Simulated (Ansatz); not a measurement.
# CuI2: the cost of one run

Method: DFT PBE, scalar-relativistic, plane waves, PAW, in Ansatz 0.2.0.

## Step 1: Starting point

It takes space group Fd-3m (No. 227, cubic). Conventional cell: a = 9.961 Å, b = 9.961 Å, c = 9.961 Å, α = 90.00°, β = 90.00°, γ = 90.00°. Cu (site symmetry -43m) has 12 I at 4.13 Å and 4 Cu at 4.31 Å as nearest neighbours. I (site symmetry -3m) is surrounded by 6 I at 3.52 Å and 6 Cu at 4.13 Å.

As a file:

```
CELL_PARAMETERS angstrom
0.00000 4.98062 4.98062
4.98062 0.00000 4.98062
4.98062 4.98062 0.00000
ATOMIC_POSITIONS crystal
Cu 0.00000 0.00000 0.00000
Cu 0.25000 0.25000 0.25000
I 0.62500 0.62500 0.62500
I 0.12500 0.62500 0.62500
I 0.62500 0.62500 0.12500
I 0.62500 0.12500 0.62500
```

This is candidate A: cubic Laves (C15) type (Fd-3m, No. 227).

(A quick probe on a coarse mesh, which set the mesh and smearing, is not shown.)

## Step 3: Relaxing cell and atoms (candidate A)

File input.yaml:

```yaml
crystal:
  lattice:
    - [0.0, 4.9806197586, 4.9806197586]
    - [4.9806197586, 0.0, 4.9806197586]
    - [4.9806197586, 4.9806197586, 0.0]
  atoms:
    - { symbol: Cu, position: [0.0, 0.0, 0.0] }
    - { symbol: Cu, position: [0.25, 0.25, 0.25] }
    - { symbol: I, position: [0.625, 0.625, 0.625] }
    - { symbol: I, position: [0.125, 0.625, 0.625] }
    - { symbol: I, position: [0.625, 0.625, 0.125] }
    - { symbol: I, position: [0.625, 0.125, 0.625] }
basis:
  ecutwfc: 420
kpoints:
  mp_grid: { grid: [8, 8, 8] }
hamiltonian:
  xc: pbe
scf:
  occupations: { method: gaussian, width: 0.1 }
output:
  forces: true
  stress: true
  eigenvalues: true
relax:
  adjacent_minimum: "off"
  f_tol: 0.01
  max_steps: 80
  cell: { stress_tol: 0.05 }
```

Command:

```console
> ansatz run input.yaml --threads 1 --pin off --max-ram 2560MiB --backend cpu --events-out ev --progress --plain --runs-dir out
```

**Question.** How long does this run take on 1 thread of INTEL XEON PLATINUM 8581C at 2.30GHz (Emerald Rapids), shared host, and how much memory does it need?

About 79 s, with a peak of 0.73 GiB.
